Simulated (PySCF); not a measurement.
# GeH6O2Si: the cost of one run

Computed with PySCF 2.14.0, with density-fitted response routines of our own, on a single molecule in the gas phase. Atoms count from 0, in the outputs and in this text.

## 1. Starting geometry

10 atoms, charge 0, multiplicity 1; geometry from: GFN2-xTB. The atoms were then displaced at random by about 0.01 Å, so the start is not that level's minimum.

Bonds of the start (Å): O0–Si1 1.61, Si1–O2 1.64, Si1–Ge3 2.36, O0–H4 0.98, Si1–H5 1.46, O2–H6 0.97, Ge3–H7 1.50, Ge3–H8 1.48, Ge3–H9 1.49.

## 2. Relaxing the molecule at PBE0-D3(BJ)/def2-SVP

What the job is given:

```
{"job": {"xc": "PBE0", "basis": "def2-SVP", "d3": "d3bj", "grid": 1, "shake": 0.01, "kind": "geom"}, "charge": 0, "multiplicity": 1}
O     -1.372870    -1.081880    -0.844630
Si    -0.736390    -0.163180     0.317270
O     -1.449880     1.307720     0.197390
Ge     1.568860    -0.128580    -0.179060
H     -2.325330    -0.976250    -1.055320
H     -1.050330    -0.704150     1.638980
H     -1.098320     2.039680     0.722650
H      1.955840     0.443040    -1.507630
H      2.220980    -1.452500    -0.110870
H      2.337870     0.695190     0.800170
```

The run is started by

```console
> OMP_NUM_THREADS=1 python probes_run.py task.json out
```

One launch serves the whole session: the jobs run in the order shown.

Q: Estimate the wall time and peak memory of this first job on 1 thread of Arm Neoverse V1, shared host.

About 95 s, with a peak of 0.45 GiB.
